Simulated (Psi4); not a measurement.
# revPBE/cc-pVTZ run of CSe (SMILES [C][Se])

Aim: the energy change on altering one bond length of CSe at revPBE/cc-pVTZ, from 2 runs. 

Program for the calculation: Psi4 1.11.

## 1. The molecule

CSe has 2 atoms, charge 0, and is taken as a singlet. SMILES: `[C][Se]`. Geometry: relaxed at PBE0-D4/def2-TZVP.

Bond lengths: C1–Se2 1.671 Å.

## 2. The energy at revPBE/cc-pVTZ

Input file job.in:

```
memory 2200 mb

molecule system {
  0 1
  C
  Se 1 R2

  R2 = 1.6713
  symmetry c1
  no_reorient
  no_com
}

set {
  basis                cc-pVTZ
  reference            rks
  puream               true
  e_convergence        1e-09
  d_convergence        1e-08
  scf_type             pk
  dft_radial_points    99
  dft_spherical_points 590
}

e_tot, wfn = energy('revpbe', return_wfn=True)
oeprop(wfn, 'LOWDIN_CHARGES', 'QUADRUPOLE', 'MULLIKEN_CHARGES', title='REVPBE')
```

On the command line:

```console
$ psi4 job.in job.out -n 1
```

job.out:

```text
[...]
  Running in c1 symmetry.
[...]
  Nuclear repulsion =   64.591725588870943
[...]
  Multiplicity = 1
[...]
  Nalpha       = 20
  Nbeta        = 20
[...]
    Number of basis functions: 73
[...]
   @RKS iter   1: -2438.84968844517698   -1.93799e+00   2.23235e-02 DIIS/ADIIS
[...]
   @RKS iter  11: -2439.41112198049814   -2.27374e-12   1.64541e-09 DIIS
[...]
    Orbital Energies [Eh]
    ---------------------
    Doubly Occupied:
       1A   -452.174640     2A    -57.464539     3A    -51.603753
       4A    -51.603753     5A    -51.602621     6A     -9.995203
       7A     -7.593137     8A     -5.577317     9A     -5.577317
      10A     -5.574986    11A     -2.015372    12A     -2.015258
      13A     -2.015258    14A     -2.013836    15A     -2.013836
      16A     -0.727998    17A     -0.467887    18A     -0.298753
      19A     -0.298753    20A     -0.257241
[...]
  @RKS Final Energy: -2439.41112198049814
   => Energetics <=
    Nuclear Repulsion Energy =             64.5917255888709434
    One-Electron Energy =               -3521.5010085963290294
    Two-Electron Energy =                1109.7092366199733533
    DFT Exchange-Correlation Energy =     -92.2110755930132342
    Empirical Dispersion Energy =           0.0000000000000000
    VV10 Nonlocal Energy =                  0.0000000000000000
    Total Energy =                      -2439.4111219804981374
[...]
 Multipole Moments:
 ------------------------------------------------------------------------------------
     Multipole            Electronic (a.u.)      Nuclear  (a.u.)        Total (a.u.)
 ------------------------------------------------------------------------------------
 L = 1.  Multiply by 2.5417464519 to convert [e a0] to [Debye]
 Dipole X            :         -0.0000000            0.0000000           -0.0000000
 Dipole Y            :          0.0000000            0.0000000            0.0000000
 Dipole Z            :          3.3021314           -2.4567471            0.8453842
 Magnitude           :                                                    0.8453842
 L = 2.  Multiply by 1.3450342976 to convert [e a0^2] to [Debye ang]
 Quadrupole XX       :        -17.3320857            0.0000000          -17.3320857
 Quadrupole XY       :          0.0000000            0.0000000            0.0000000
[...]
  Mulliken Charges: (a.u.)
   Center  Symbol    Alpha    Beta     Spin     Total
       1     C     3.11211  3.11211  0.00000 -0.22422
       2    SE    16.88789 16.88789  0.00000  0.22422
   Total alpha = 20.00000, Total beta = 20.00000, Total charge = -0.00000
  Lowdin Charges: (a.u.)
   Center  Symbol    Alpha    Beta     Spin     Total
       1     C     3.18439  3.18439  0.00000 -0.36878
       2    SE    16.81561 16.81561  0.00000  0.36878
  Total alpha = 20.00000, Total beta = 20.00000, Total charge = -0.00000
[...]
```

Wall time 13 s (1 thread of Intel Xeon 6975P-C (Granite Rapids), shared host); peak memory 1.3 GiB.

## 3. The distorted shape, same level

Input file job.json:

```json
{
 "schema_name": "qcschema_input",
 "schema_version": 1,
 "molecule": {
  "schema_name": "qcschema_molecule",
  "schema_version": 2,
  "symbols": ["C", "Se"],
  "geometry": [0.0, 0.0, -0.48985481, 0.0, 0.0, 3.14219881],
  "molecular_charge": 0,
  "molecular_multiplicity": 1,
  "fix_symmetry": "c1"
 },
 "driver": "energy",
 "model": {
  "method": "revpbe",
  "basis": "cc-pVTZ"
 },
 "keywords": {
  "puream": true,
  "e_convergence": 1e-09,
  "d_convergence": 1e-08,
  "scf_type": "pk",
  "dft_radial_points": 99,
  "dft_spherical_points": 590,
  "scf_properties": ["DIPOLE", "MAYER_INDICES", "QUADRUPOLE"]
 }
}
```

On the command line:

```console
$ psi4 --qcschema job.json -n 1 --memory 2200MB
```

stdout:

```text
[...]
  Running in c1 symmetry.
[...]
  Nuclear repulsion =   56.166571681835471
[...]
  Multiplicity = 1
[...]
  Nalpha       = 20
  Nbeta        = 20
[...]
    Number of basis functions: 73
[...]
   @RKS iter   1: -2438.74778712345187   -2.11124e+00   2.33154e-02 DIIS/ADIIS
[...]
   @RKS iter  13: -2439.38688956766555   -9.09495e-13   7.70256e-10 DIIS
[...]
    Orbital Energies [Eh]
    ---------------------
    Doubly Occupied:
       1A   -452.178641     2A    -57.465571     3A    -51.604836
       4A    -51.604836     5A    -51.604803     6A    -10.040941
       7A     -7.590980     8A     -5.574452     9A     -5.574452
      10A     -5.573949    11A     -2.011977    12A     -2.011809
      13A     -2.011809    14A     -2.011504    15A     -2.011504
      16A     -0.676031    17A     -0.485087    18A     -0.274896
      19A     -0.274298    20A     -0.274298
[...]
  @RKS Final Energy: -2439.38688956766555
   => Energetics <=
    Nuclear Repulsion Energy =             56.1665716818354710
    One-Electron Energy =               -3504.7464468289053912
    Two-Electron Energy =                1101.2897590956927161
    DFT Exchange-Correlation Energy =     -92.0967735162886783
    Empirical Dispersion Energy =           0.0000000000000000
    VV10 Nonlocal Energy =                  0.0000000000000000
    Total Energy =                      -2439.3868895676655484
[...]
 Multipole Moments:
 ------------------------------------------------------------------------------------
     Multipole            Electronic (a.u.)      Nuclear  (a.u.)        Total (a.u.)
 ------------------------------------------------------------------------------------
 L = 1.  Multiply by 2.5417464519 to convert [e a0] to [Debye]
 Dipole X            :          0.0000000            0.0000000            0.0000000
 Dipole Y            :         -0.0000000            0.0000000           -0.0000000
 Dipole Z            :          3.3443810           -2.8252666            0.5191144
 Magnitude           :                                                    0.5191144
 L = 2.  Multiply by 1.3450342976 to convert [e a0^2] to [Debye ang]
 Quadrupole XX       :        -17.8921229            0.0000000          -17.8921229
 Quadrupole XY       :          0.0000000            0.0000000            0.0000000
[...]
```

The result, in JSON:

```text
{
 "driver": "energy",
 "model": {
  "method": "revpbe",
  "basis": "cc-pVTZ"
 },
 "success": true,
 "return_result": -2439.3868895676655,
 "properties": {
  "calcinfo_nbasis": 73,
  "calcinfo_nmo": 73,
  "calcinfo_nalpha": 20,
  "calcinfo_nbeta": 20,
  "calcinfo_natom": 2,
  "nuclear_repulsion_energy": 56.16657168183547,
  "return_energy": -2439.3868895676655,
  "scf_one_electron_energy": -3504.7464468289054,
  "scf_two_electron_energy": 1101.2897590956927,
  "scf_xc_energy": -92.09677351628868,
  "scf_dipole_moment": [3.947920302993831e-15, -4.586830015102722e-14, 0.519114423919043],
  "scf_total_energy": -2439.3868895676655,
  "scf_iterations": 13
 }
}
```

Wall time 16 s (1 thread of Intel Xeon 6975P-C (Granite Rapids), shared host); peak memory 1.3 GiB.

## 4. Results

At revPBE/cc-pVTZ:

```
                                                          quantity           value
                                         first shape: total energy  -2439.41112 Eh
                                        first shape: dipole moment          2.15 D
                                          first shape: HOMO energy        -7.00 eV
                                          first shape: LUMO energy        -3.34 eV
                                        first shape: HOMO–LUMO gap         3.66 eV
                                     distorted shape: total energy  -2439.38689 Eh
                                    distorted shape: dipole moment          1.32 D
                                      distorted shape: HOMO energy        -7.46 eV
                                      distorted shape: LUMO energy        -4.14 eV
                                    distorted shape: HOMO–LUMO gap         3.33 eV
energy change with the C1–Se2 bond stretched from 1.671 to 1.922 Å        0.659 eV
```

With the C1–Se2 bond stretched from 1.671 to 1.922 Å the energy rises by 0.66 eV (63.6 kJ/mol). The first shape isn't relaxed at this level, so the change isn't measured from a minimum.
